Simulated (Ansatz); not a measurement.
Write a Python script for the Ansatz DFT code, driven from Python that makes vertical and adiabatic energies of changing the electron count of BrH4NSi, SMILES N[SiH2]Br. Use (for the species named): r2SCAN, def2-SVP basis, multiplicity 1.

`brh4nsi.xyz`
```text
7

N    -0.96330   -0.49190   -0.23750
Si    0.50370   -0.06620    0.40110
Br    1.21330    1.64400   -0.79320
H    -0.82230   -0.63370   -1.24360
H    -1.59870    0.37310   -0.21840
H     0.31400    0.34110    1.81240
H     1.41460   -1.23450    0.23350
```

Script `brh4nsi.py`:
```python
# -*- coding: utf-8 -*-
"""Vertical and adiabatic ionisation of BrH4NSi."""

import itertools
import logging
import sys

import ansatz
from ase.data import atomic_numbers, covalent_radii
import numpy as np

logging.basicConfig(stream=sys.stdout, format="%(levelname)s:%(name)s:%(message)s")
log = logging.getLogger("calc")
log.setLevel(logging.INFO)

BASIS = "def2-SVP"
FUNCTIONAL = "r2scan"
NET_CHARGE = 1


def main():
    system = ansatz.Crystal.molecule_from_extxyz("brh4nsi.xyz")

    calc = system.calculation().basis(gaussian=BASIS).functional(FUNCTIONAL)
    symbols = [site.symbol for site in system.cartesian_sites]
    start = np.array([site.position_ang for site in system.cartesian_sites], dtype=float)
    r = calc.relax(force_tolerance=0.01).run(threads=1, backend="cpu").report
    end = np.array(r["positions_ang"])

    minimum = ansatz.Crystal.molecule()
    for symbol, place in zip(symbols, end):
        minimum = minimum.atom(symbol, place.tolist())
    ion = minimum.calculation()
    ion = ion.basis(gaussian=BASIS).functional(FUNCTIONAL)
    ion = ion.charge(NET_CHARGE).spin("collinear", total=1)
    vertical = ion.run(threads=1, backend="cpu").report
    settled = ion.relax(force_tolerance=0.01, max_steps=80).run(threads=1, backend="cpu").report
    log.info(f"vertical ionisation energy   {vertical['free_energy_ev'] - r['free_energy_ev']:.3f} eV")
    log.info(f"adiabatic, no zero point     {settled['free_energy_ev'] - r['free_energy_ev']:.3f} eV")
    log.info(f"relaxation energy of the ion {vertical['free_energy_ev'] - settled['free_energy_ev']:.3f} eV")
    ionised = np.array(settled["positions_ang"])
    # pairs closer than 1.2 times the sum of covalent radii, before or after
    radius = [covalent_radii[atomic_numbers[s]] for s in symbols]
    span = lambda where, i, j: np.linalg.norm(where[i] - where[j])
    bonded = [(i, j) for i, j in itertools.combinations(range(len(symbols)), 2) if min(span(end, i, j), span(ionised, i, j)) < 1.2 * (radius[i] + radius[j])]
    log.info("pair        before    after (A)")
    for i, j in bonded:
        print(f"{symbols[i]}{i}-{symbols[j]}{j}".ljust(10), f"{span(end, i, j):8.4f} {span(ionised, i, j):8.4f}")


if __name__ == "__main__":
    main()
```

`python brh4nsi.py` gives:
```text
INFO:calc:vertical ionisation energy   9.849 eV
INFO:calc:adiabatic, no zero point     9.300 eV
INFO:calc:relaxation energy of the ion 0.550 eV
INFO:calc:pair        before    after (A)
N0-Si1       1.7167   1.8021
N0-H3        1.0164   1.0280
N0-H4        1.0164   1.0280
Si1-Br2      2.2597   2.2321
Si1-H5       1.4851   1.4731
Si1-H6       1.4851   1.4731
```

The energies are electronic: no zero-point or thermal terms, and the basis set is short of its limit. The product may relax into another structure. Each relaxation finds its nearest minimum, which needn't be the lowest. Finished in 2.4 min on 1 thread of Arm Neoverse V2, with other jobs on the host, peak memory 0.3 GiB.
